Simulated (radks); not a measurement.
# W in [Xe] 4f14 5d4 6s2: an all-electron calculation

An exercise on one series of results from a longer session: the logs are not shown, and one member is left open.

The numbers are computed with radks (a radial shooting solver on a logarithmic mesh, Libxc functionals) version 1 (scalar-relativistic Kohn-Sham, SCAN, spin-unpolarised, spherical densities, finite nucleus), except any that are marked as measured or tabulated.

**Starting point**

| Quantity | Value |
| --- | --- |
| element | tungsten (Z = 74) |
| charge | 0 |
| electrons | 74 |
| configuration | [Xe] 4f14 5d4 6s2 |
| nuclear rms radius | 5.3658 fm |

The outer shells:

W
```
[Xe] core
4f [↑↓][↑↓][↑↓][↑↓][↑↓][↑↓][↑↓]
5d [↑ ][↑ ][↑ ][↑ ][  ]
6s [↑↓]
```

Set-up of the first run:

Input:

```text
Z 74
configuration [Xe] 4f14 5d4 6s2 6p0 7s0 5f0 6d0
relativity scalar-relativistic
functional scan,scan
spin unpolarised
nucleus finite rms 5.3658 fm
c 137.035999084
```

Started as:

```
> python run_ks.py task.json out
```

All runs below come from this command, one after another.

One table of the session follows, with a row left open; its other results are not shown here.

It belongs to the step «Shells». Sizes of the orbitals, from the radial functions (bohr):

```
level      <r>  outermost maximum (interpolated)  90 % within  nodes
   1s  0.01835                            0.0115       0.0334      0
   2s  0.07753                            0.0656        0.120      1
   2p  0.06943                            0.0539        0.113      0
   3s   0.2008                             0.185        0.294      2
   3p   0.2012                             0.183        0.301      1
   3d   0.1825                             0.150        0.283      0
   4s   0.4493                             0.421        0.644      3
   4p   0.4776                             0.441        0.694      2
   4d   0.5112                             0.452        0.766      1
   5s    1.066                             0.958         1.53      4
   5p    1.254                              1.09         1.84      3
   4f   0.6072                             0.429         1.01      0
   6s        ?                                 ?            ?      ?
   5d    2.074                              1.51         3.35      2
   6p    4.617                              3.70         7.20      4
```

Estimate the missing values for 6s.

**Answer.** <r>: 3.097; outermost maximum (interpolated): 2.60; 90 % within: 4.60; nodes: 5. In the column «<r>» it lies between 5d (2.074) and 6p (4.617).

To keep in mind: Spin polarisation and multiplet splitting are left out.
